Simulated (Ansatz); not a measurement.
# TlI2: the cost of one run

Program: Ansatz 0.2.0. Level of theory: DFT PBE, scalar-relativistic, plane waves, PAW. These are calculated values, not measurements.

### Step 1. The structure to begin with

The structure is tetragonal, space group I4/mmm (No. 139). Conventional cell: a = 5.272 Å, b = 5.272 Å, c = 8.647 Å, α = 90.00°, β = 90.00°, γ = 90.00°. Tl (site symmetry 4/mmm) is surrounded by 10 I at 3.52 to 3.81 Å. I (site symmetry 4mm) is surrounded by 1 I at 1.61 Å.

Structure file:

```
Tl I
1.0
    -2.63598    2.63598    4.32328
     2.63598   -2.63598    4.32328
     2.63598    2.63598   -4.32328
Tl I
1 2
Direct
  0.00000 0.00000 0.00000
  0.59300 0.59300 0.00000
  0.40700 0.40700 0.00000
```

This is candidate A: CaC2 type (I4/mmm, No. 139).

(A quick probe on a coarse mesh, which set the mesh and smearing, is not shown.)

### Step 3. Rough relaxation on the coarse mesh (candidate A)

File input.yaml:

```yaml
crystal:
  lattice:
    - [-2.6359799095, 2.6359799095, 4.3232781035]
    - [2.6359799095, -2.6359799095, 4.3232781035]
    - [2.6359799095, 2.6359799095, -4.3232781035]
  atoms:
    - { symbol: Tl, position: [0.0, 0.0, 0.0] }
    - { symbol: I, position: [0.593, 0.593, 0.0] }
    - { symbol: I, position: [0.407, 0.407, 0.0] }
basis:
  ecutwfc: 420
kpoints:
  mp_grid: { grid: [6, 6, 6] }
hamiltonian:
  xc: pbe
scf:
  occupations: { method: gaussian, width: 0.1 }
  lower_state_search: "off"
output:
  forces: true
  stress: true
  eigenvalues: true
relax:
  adjacent_minimum: "off"
  f_tol: 0.04
  max_steps: 70
  cell: { stress_tol: 0.4 }
```

Run with:

```
$ ansatz run input.yaml --threads 1 --pin off --max-ram 2560MiB --backend cpu --events-out ev --progress --plain --runs-dir out
```

What time and memory should one allow on 1 thread of Arm Neoverse V1, shared host?

About 1.7 min, with a peak of 0.47 GiB.
